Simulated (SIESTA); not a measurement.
ScTaN:

```xyz
6
Lattice="3.0851 0.0000 0.0000 -1.5425 2.6717 0.0000 0.0000 0.0000 10.3401" Properties=species:S:1:pos:R:3 pbc="T T T"
Ta    0.0000    1.7812    2.5399
Ta    1.5425    0.8906    7.8003
Sc    0.0000    0.0000    0.0000
Sc    0.0000    0.0000    5.1701
N     0.0000    1.7812    6.5126
N     1.5425    0.8906    3.8275
```

The cell comes from a database or a generator and needn't be the stable form of this composition.

Base run:

```yaml
Program: SIESTA 5.4.2
Functional: PBE
Potentials_or_basis: PseudoDojo 0.4 standard (PBE files)
Basis: DZP (energy shift 0.003 Ry; two zetas on semicore shells)
Grid_cutoff: 800 Ry
Energy_shift: 0.003 Ry
k_mesh: 10 × 10 × 3
Occupations: fermi-dirac, width 0.05 eV
Spin: no spin polarisation
```

Its results: band gap on the k mesh none (metal or under the smearing width); pressure 0.9 GPa; largest force 0.313 eV/Å.

The run is repeated on the same cell with these changes: functional from PBE to PBEsol; potentials or basis from PseudoDojo 0.4 standard (PBE files) to PseudoDojo 0.4 standard (PBEsol files). What comes out?

Band gap on the k mesh none (metal or under the smearing width); pressure -5.2 GPa; largest force 0.075 eV/Å.

Caveats: short orbitals over semicore shells can move pressures by several GPa; the basis of atomic orbitals isn't converged, which shifts pressures, moduli and gaps.
